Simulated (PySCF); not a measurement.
# CrBr₂: ligand-field states, part 2 of 2

PySCF 2.14.0. Atoms count from 0.

## 4. Ligand-field states: state-averaged CASSCF (basis x2c-TZVPall)

Job settings and geometry (Å):

```
{"job": {"kind": "lf", "basis": "x2c-TZVPall", "nevpt": true}, "charge": 0, "metal": "Cr", "open_shell": "d4"}
Cr     0.000000     0.000000     0.000000
Br     0.000000     0.000000     2.331937
Br     0.000000     0.000000    -2.331922
```

With the program's defaults for keys left out, this is: state-averaged CASSCF of the metal d shell, SC-NEVPT2 on the averaged canonical orbitals, state-interaction spin-orbit coupling.

Standard output:

```text
basis functions 144, electrons 94, active (4e, 5o)
stage 1: DIIS on the effective Fock matrix, level shift 0.30
cycle   1  E = -6258.4662996273  dE = -6.258e+03  max|g| = 1.820e-01
cycle   2  E = -6258.5210073488  dE = -5.471e-02  max|g| = 1.658e-01
cycle   3  E = -6258.5346350050  dE = -1.363e-02  max|g| = 8.621e-02
cycle   4  E = -6258.5488259123  dE = -1.419e-02  max|g| = 3.648e-02
cycle   5  E = -6258.5509784431  dE = -2.153e-03  max|g| = 2.868e-02
cycle   6  E = -6258.5521165206  dE = -1.138e-03  max|g| = 1.448e-02
cycle   7  E = -6258.5525054935  dE = -3.890e-04  max|g| = 9.407e-03
cycle   8  E = -6258.5525855224  dE = -8.003e-05  max|g| = 7.601e-03
cycle   9  E = -6258.5525066652  dE =  7.886e-05  max|g| = 9.113e-03
cycle  10  E = -6258.5523018305  dE =  2.048e-04  max|g| = 1.466e-02
cycle  11  E = -6258.5519715397  dE =  3.303e-04  max|g| = 2.151e-02
cycle  12  E = -6258.5514256638  dE =  5.459e-04  max|g| = 3.621e-02
cycle  13  E = -6258.5503522195  dE =  1.073e-03  max|g| = 4.924e-02
cycle  14  E = -6258.5481798400  dE =  2.172e-03  max|g| = 7.000e-02
cycle  15  E = -6258.5440665291  dE =  4.113e-03  max|g| = 9.112e-02
stage 2: quasi-Newton rotations from the point of smallest gradient
cycle  17  E = -6258.5526576281  dE = -7.211e-05  max|g| = 2.383e-03
cycle  18  E = -6258.5526706548  dE = -1.303e-05  max|g| = 1.918e-03
cycle  19  E = -6258.5526728575  dE = -2.203e-06  max|g| = 2.782e-04
cycle  20  E = -6258.5526729838  dE = -1.263e-07  max|g| = 7.074e-05
cycle  21  E = -6258.5526729990  dE = -1.523e-08  max|g| = 2.994e-05
cycle  22  E = -6258.5526730000  dE = -9.250e-10  max|g| = 6.664e-06
converged average energy = -6258.5526730000

 mult deg   label        CASSCF/cm-1   NEVPT2/cm-1
   5   2   5Pig                0.0           0.0
   5   1   5Sigmag+        -1491.5         380.7
   5   2   5Deltag          4126.7        4858.4
   3   1   3Sigmag-        19257.6       17192.9
   3   2   3Hg             18269.6       17497.0
   3   2   3Pig            19034.9       17803.3
   3   2   3Deltag         18809.1       18090.0
   3   2   3Phig           18337.3       18123.5
   3   2   3Pig            20291.3       18155.9
   3   2   3Gammag         18276.2       18630.1
   3   1   3Sigmag-        20294.0       19097.8
   3   2   3Deltag         21303.9       19523.0
   3   2   3Pig            22026.3       19574.9
   3   2   3Phig           21949.9       19839.3
   3   1   3Sigmag-        23226.6       21262.4
   3   1   3Sigmag+        23531.4       22157.4
   3   2   3Deltag         24262.0       22697.1
   3   2   3Phig           24986.0       23173.1
   3   2   3Gammag         25436.3       24202.6
   3   2   3Pig            24823.9       24277.0
   1   1   1Sigmag+        27944.2       24878.3
   1   2   1Gammag         27779.4       25294.0
   1   2   1Hg             26528.9       25335.7
   1   2   1Pig            28163.8       25584.1
   1   2   1Ig             25978.9       26205.9
   1   2   1Phig           28311.1       26347.6
   3   2   3Pig            30632.3       26616.7
   1   2   1Deltag         28696.0       27076.4
   3   2   3Deltag         31713.4       28144.9
   1   2   1Gammag         31076.0       28169.2
   1   2   1Deltag         30265.2       28457.4
   3   1   3Sigmag+        31825.4       28496.0
   1   1   1Sigmag+        33132.7       28512.2
   1   2   1Phig           30795.0       28808.2
   1   2   1Pig            30128.8       28855.2
   1   1   1Sigmag+        30346.5       29018.5
   1   2   1Deltag         35031.4       31634.3
   1   2   1Pig            37078.2       33258.6
   1   2   1Phig           38998.3       35024.5
   1   1   1Sigmag+        40750.0       37322.7
   1   2   1Deltag         42395.5       37706.4
   1   2   1Pig            44632.9       39584.6
   1   1   1Sigmag-        45361.6       40744.5
   3   2   3Phig           46997.1       40765.9
   3   2   3Pig            47819.7       40923.5
   3   1   3Sigmag-        49100.1       43012.3
   3   2   3Deltag         50949.4       44566.8
   3   1   3Sigmag-        54397.1       47888.4
   1   2   1Phig           55830.5       48915.7
   3   2   3Pig            55093.8       49163.6
   1   2   1Gammag         55487.4       49423.3
   1   2   1Deltag         57069.5       50664.1
   1   2   1Pig            57881.3       51721.2
   1   1   1Sigmag+        58307.3       52008.4
   1   1   1Sigmag+        72601.5       61222.0
   1   2   1Pig            75231.1       64410.7
   1   2   1Deltag         78572.9       67596.6
   1   1   1Sigmag+        98644.4       83631.9

spin-orbit levels / cm-1
      0.00  x2  5Pig 0.94 5Sigmag+ 0.06
     27.92  x1  5Pig 0.87 5Sigmag+ 0.12
    108.63  x1  5Pig 1.00
    148.99  x2  5Pig 0.94 5Sigmag+ 0.06
    229.76  x2  5Pig 0.90 5Sigmag+ 0.10
    354.45  x2  5Pig 1.00
    613.86  x2  5Sigmag+ 0.90 5Pig 0.10
    638.71  x2  5Sigmag+ 0.88 5Pig 0.12
    645.90  x1  5Sigmag+ 0.87 5Pig 0.12
   4823.99  x2  5Deltag 1.00
   4940.21  x2  5Deltag 1.00
   5054.25  x2  5Deltag 1.00
   5166.33  x2  5Deltag 1.00
   5276.64  x2  5Deltag 1.00
  17346.58  x1  3Sigmag- 0.97
  17375.46  x2  3Sigmag- 0.98
  17508.61  x2  3Hg 0.99
  17678.39  x2  3Hg 0.99
  17854.63  x2  3Hg 1.00
  17954.62  x2  3Pig 0.91 3Deltag 0.04 3Pig 0.04
  17973.69  x2  3Pig 0.96
  18003.06  x1  3Pig 0.99
  18023.84  x1  3Pig 0.95
  18106.70  x2  3Deltag 0.66 3Phig 0.31
  18132.64  x1  3Pig 0.84 3Sigmag- 0.08 3Pig 0.04
  18143.23  x2  3Deltag 0.53 3Pig 0.20 3Phig 0.17
  18233.28  x2  3Pig 0.65 3Deltag 0.31
  18234.59  x2  3Phig 0.95 3Gammag 0.04
  18260.67  x1  3Pig 0.95 3Pig 0.04
  18336.78  x2  3Phig 0.61 3Deltag 0.33 3Gammag 0.05
```

It took 5.9 s on 1 thread of AMD EPYC 9R45, shared host; peak memory 0.44 GiB.

In short:

```
             quantity     value
spin-orbit constant ζ  220 cm⁻¹
```

Powder susceptibility:

```
T (K)  χT (cm³ K/mol)  μ(eff)
    2           1.089    2.95
   20           1.486    3.45
  100           1.878    3.88
  300           2.503    4.47
```

## 5. Ligand-field states: state-averaged CASSCF (avg hs)

Job settings and geometry (Å):

```
{"job": {"kind": "lf", "basis": {"metal": "x2c-TZVPall", "ligand": "x2c-SVPall"}, "nevpt": true, "avg": "hs"}, "charge": 0, "metal": "Cr", "open_shell": "d4"}
Cr     0.000000     0.000000     0.000000
Br     0.000000     0.000000     2.331937
Br     0.000000     0.000000    -2.331922
```

With the program's defaults for keys left out, this is: state-averaged CASSCF of the metal d shell, SC-NEVPT2 on the averaged canonical orbitals, state-interaction spin-orbit coupling.

Standard output:

```text
basis functions 112, electrons 94, active (4e, 5o)
stage 1: DIIS on the effective Fock matrix, level shift 0.30
cycle   1  E = -6257.6550458188  dE = -6.258e+03  max|g| = 1.934e-01
cycle   2  E = -6257.7370186265  dE = -8.197e-02  max|g| = 1.466e-01
cycle   3  E = -6257.7523300633  dE = -1.531e-02  max|g| = 7.635e-02
cycle   4  E = -6257.6938357088  dE =  5.849e-02  max|g| = 3.091e-01
cycle   5  E = -6257.4413346285  dE =  2.525e-01  max|g| = 7.260e-01
cycle   6  E = -6256.8240677970  dE =  6.173e-01  max|g| = 1.142e+00
cycle   7  E = -6255.9385125171  dE =  8.856e-01  max|g| = 1.231e+00
cycle   8  E = -6255.6617429995  dE =  2.768e-01  max|g| = 1.440e+00
cycle   9  E = -6255.8172372281  dE = -1.555e-01  max|g| = 1.382e+00
cycle  10  E = -6255.9361712043  dE = -1.189e-01  max|g| = 1.318e+00
cycle  11  E = -6255.7050588807  dE =  2.311e-01  max|g| = 1.218e+00
cycle  12  E = -6255.6330925197  dE =  7.197e-02  max|g| = 1.468e+00
cycle  13  E = -6256.0189846412  dE = -3.859e-01  max|g| = 1.264e+00
cycle  14  E = -6256.3622817996  dE = -3.433e-01  max|g| = 1.208e+00
cycle  15  E = -6256.4460792684  dE = -8.380e-02  max|g| = 1.185e+00
stage 2: quasi-Newton rotations from the point of smallest gradient
cycle  17  E = -6257.7620773270  dE = -9.747e-03  max|g| = 6.997e-02
cycle  18  E = -6257.7654163156  dE = -3.339e-03  max|g| = 1.216e-02
cycle  19  E = -6257.7658368356  dE = -4.205e-04  max|g| = 4.360e-03
cycle  20  E = -6257.7658863604  dE = -4.952e-05  max|g| = 1.577e-03
cycle  21  E = -6257.7658891261  dE = -2.766e-06  max|g| = 4.566e-04
cycle  22  E = -6257.7658894873  dE = -3.612e-07  max|g| = 1.838e-04
cycle  23  E = -6257.7658895347  dE = -4.734e-08  max|g| = 5.135e-05
cycle  24  E = -6257.7658895394  dE = -4.704e-09  max|g| = 1.001e-05
cycle  25  E = -6257.7658895395  dE = -1.319e-10  max|g| = 2.476e-06
converged average energy = -6257.7658895395

 mult deg   label        CASSCF/cm-1   NEVPT2/cm-1
   5   2   5Pig                0.0           0.0
   5   1   5Sigmag+        -1280.1          47.5
   5   2   5Deltag          3853.1        4562.7
   3   1   3Sigmag-        19712.4       17581.9
   3   2   3Hg             18780.1       17687.2
   3   2   3Phig           19079.7       18151.6
   3   2   3Pig            19632.8       18157.3
   3   2   3Deltag         19474.2       18262.6
   3   2   3Pig            20979.9       18312.0
   3   2   3Gammag         18979.0       18525.7
   3   1   3Sigmag-        21100.0       19072.1
   3   2   3Deltag         22049.3       19616.7
   3   2   3Pig            22634.8       19821.5
   3   2   3Phig           22595.5       20087.5
   3   1   3Sigmag-        23705.4       21389.3
   3   1   3Sigmag+        24378.9       22107.3
   3   2   3Deltag         24982.1       22781.7
   3   2   3Phig           25488.6       23199.1
   3   2   3Pig            25543.9       23937.3
   3   2   3Gammag         26121.3       24173.7
   1   1   1Sigmag+        28925.4       25012.3
   1   2   1Pig            29191.9       25738.0
   1   2   1Hg             27497.3       25738.9
   1   2   1Gammag         28475.2       25775.2
   1   2   1Ig             27113.9       26212.9
   1   2   1Phig           29093.7       26798.0
   3   2   3Pig            31521.4       26834.0
   1   2   1Deltag         29601.4       27352.9
   3   2   3Deltag         32475.2       28128.3
   1   2   1Gammag         31866.8       28402.1
   1   2   1Deltag         31167.0       28406.9
   3   1   3Sigmag+        32773.3       28511.0
   1   1   1Sigmag+        34447.5       28619.1
   1   2   1Phig           31832.8       28753.8
   1   2   1Pig            30887.7       29069.9
   1   1   1Sigmag+        31062.7       29311.1
   1   2   1Deltag         36273.3       31871.6
   1   2   1Pig            38178.1       33714.2
   1   2   1Phig           40599.7       35158.4
   1   1   1Sigmag+        41633.5       37376.6
   1   2   1Deltag         43808.3       38072.7
   1   2   1Pig            45785.3       39915.4
   1   1   1Sigmag-        46524.4       40952.2
   3   2   3Phig           48743.2       41166.3
   3   2   3Pig            49475.7       41492.6
   3   1   3Sigmag-        50998.6       43355.0
   3   2   3Deltag         52542.3       44928.9
   3   1   3Sigmag-        55618.5       48190.3
   3   2   3Pig            56394.4       49182.0
   1   2   1Phig           57570.4       49672.2
   1   2   1Gammag         57520.9       49843.1
   1   2   1Deltag         58750.6       51158.5
   1   2   1Pig            59584.8       52008.4
   1   1   1Sigmag+        60018.7       52242.0
   1   1   1Sigmag+        75126.1       61955.8
   1   2   1Pig            77832.9       64891.2
   1   2   1Deltag         80910.4       68143.2
   1   1   1Sigmag+       101835.8       84369.1

spin-orbit levels / cm-1
      0.00  x1  5Pig 0.64 5Sigmag+ 0.36
      5.59  x2  5Pig 0.72 5Sigmag+ 0.28
    166.57  x1  5Pig 1.00
    171.21  x2  5Pig 0.88 5Sigmag+ 0.12
    184.33  x2  5Sigmag+ 0.55 5Pig 0.45
    403.22  x2  5Pig 1.00
    433.01  x2  5Pig 0.55 5Sigmag+ 0.45
    448.76  x2  5Sigmag+ 0.60 5Pig 0.40
    453.71  x1  5Sigmag+ 0.64 5Pig 0.36
   4577.62  x2  5Deltag 1.00
   4697.42  x2  5Deltag 1.00
   4814.48  x2  5Deltag 1.00
   4929.08  x2  5Deltag 1.00
   5041.44  x2  5Deltag 1.00
  17754.38  x2  3Hg 0.98
  17780.64  x1  3Sigmag- 0.95
  17815.61  x2  3Sigmag- 0.98
  17919.54  x2  3Hg 0.98
  18093.49  x2  3Hg 1.00
  18248.95  x2  3Phig 0.61 3Deltag 0.33 3Gammag 0.05
  18288.33  x1  3Pig 0.85 3Sigmag- 0.11 3Pig 0.03
  18293.67  x2  3Deltag 0.38 3Phig 0.26 3Pig 0.21
  18306.87  x2  3Phig 0.92 3Gammag 0.07
  18370.25  x2  3Pig 0.85 3Deltag 0.10
  18384.22  x2  3Pig 0.68 3Phig 0.28
  18404.92  x1  3Pig 0.87 3Pig 0.12
  18434.96  x1  3Pig 0.96 3Sigmag- 0.03
  18439.82  x1  3Pig 0.84 3Pig 0.12 3Pig 0.04
  18447.05  x2  3Pig 0.71 3Deltag 0.16 3Pig 0.08
  18490.37  x2  3Deltag 0.66 3Phig 0.26 3Gammag 0.08
```

It took 4.3 s on 1 thread of AMD EPYC 9R45, shared host; peak memory 0.36 GiB.

Key values:

```
             quantity     value
spin-orbit constant ζ  228 cm⁻¹
```

Powder susceptibility:

```
T (K)  χT (cm³ K/mol)  μ(eff)
    2           0.605    2.20
   20           1.320    3.25
  100           1.575    3.55
  300           2.411    4.39
```

## 6. Ligand field across the series

From the NEVPT2 states (cm⁻¹; the spread is that of the fitted one-electron ligand-field levels):

```
step            setting  ground state       next state  orbital spread  Racah B    ζ  μ(eff), 300 K
   3           as given          5Pig  5Sigmag+ at 345            4120      769  220           4.47
   4  basis x2c-TZVPall          5Pig  5Sigmag+ at 381            4180      766  220           4.47
   5             avg hs          5Pig   5Sigmag+ at 48            3928      776  228           4.39
```

## 7. Summary of results

What follows sums up all 2 parts.

| quantity | value |
| --- | --- |
| point group | Dinfh |
| rotational constants (main isotopes) | 0.59, 0.59 GHz |
| spin-orbit constant ζ (step 3, state-averaged CASSCF) | 220 cm⁻¹ |
| ground multiplicity, μ(eff) at 300 K (step 3, 2 donors at 2.33 Å) | 5, 4.47 μB |
| ground multiplicity, μ(eff) at 300 K (step 4, 2 donors at 2.33 Å) | 5, 4.47 μB |
| ground multiplicity, μ(eff) at 300 K (step 5, 2 donors at 2.33 Å) | 5, 4.39 μB |

What this shows: Relaxing lowered the energy by 0.081 eV in 3 steps; the close pair that moved most is Cr0–Br2, from 2.423 to 2.332 Å. In step 3, χT goes from 1.08 at 2 K to 2.49 cm³ K/mol at 300 K, as higher levels fill or mix in. The spread of the ligand-field levels runs from 3928 cm⁻¹ (avg hs) to 4180 cm⁻¹ (basis x2c-TZVPall); μ(eff) at 300 K: 4.39 to 4.47 μB.
